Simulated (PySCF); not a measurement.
# SiSe: bond curves at several levels of theory

What are the lowest state that PBE0 finds, the bond length, vibrational wavenumber and bond energy of SiSe, and how much do these hang on the method?

Program: PySCF 2.14.0. Level of theory: Si cc-pV(D+d)Z, Se cc-pVDZ-PP with ECP10, scalar-relativistic core potentials. These are calculated values, not measurements.

### 1 Set-up

The job is set up so:

```yaml
atoms: Si, Se
charge: 0
basis: Si cc-pV(D+d)Z, Se cc-pVDZ-PP with ECP10
Hamiltonian: scalar-relativistic core potentials
basis_functions: 46
electrons_treated: 38
masses_in_u: 27.9769, 79.9165
levels: PBE0, PBE, r²SCAN, MN15, PBEsol, r²SCAN0, LC-ωPBE, HF, MP2, SCS-MP2, CCSD, CCSD(T)
grid: 80 radial by 434 angular points
occupations: held fixed by the projection of orbital angular momentum
dissociation_limit: Si + Se, each in its ground configuration
starting_distance_in_angstrom: 2.230
values_of_2S_to_try: 0, 2, 4
```

The run is started by

```sh
$ OMP_NUM_THREADS=1 python dia.py task.json out
```

The runs that follow: PBE0 along the bond; Higher solutions at PBE0; PBE; r²SCAN (meta-GGA); MN15 (hybrid meta-GGA); PBEsol; r²SCAN0; LC-ωPBE (range-separated hybrid); RHF; Correlated methods on the Hartree–Fock reference.

Q: Predict the outcome of this session. Wanted: for each run, Re; ωe; De; μ.

As calculated:

Lowest PBE0 solution found, without spin–orbit coupling: ¹Σ⁺ (singlet), closed shell. State 2 has its PBE0 minimum 2.53 eV higher. State 3 has its PBE0 minimum 4.83 eV higher. The other levels ran on the lowest alone.

```tsv
level	Re (Å)	ωe (cm⁻¹)	De (eV)	μ (D)
RHF	2.045	637	3.17	-1.94
RHF-MP2	2.081	584	5.20	n/a
RHF-SCS-MP2	2.080	586	5.04	n/a
RHF-CCSD	2.075	596	4.77	n/a
RHF-CCSD(T)	2.089	571	5.03	n/a
PBE	2.093	559	5.74	-1.12
PBEsol	2.084	566	6.07	-1.12
r²SCAN	2.074	581	5.55	-1.21
PBE0	2.067	594	5.43	-1.33
r²SCAN0	2.058	605	5.28	-1.40
MN15	2.061	603	5.50	-1.28
LC-ωPBE	2.036	639	5.00	-1.44
```

De is counted to Si + Se in their ground configurations. A positive dipole means Si(−)Se(+).

The methods spread over 0.058 Å in bond length, from LC-ωPBE to PBE. Of the levels with a De here, RHF gives the least (3.17 eV) and PBEsol the most (6.07 eV).

Correlated steps freeze 9 core orbitals. T1 is 0.020 near the minimum (highest on the curve 0.040), which may point to more than one leading configuration.
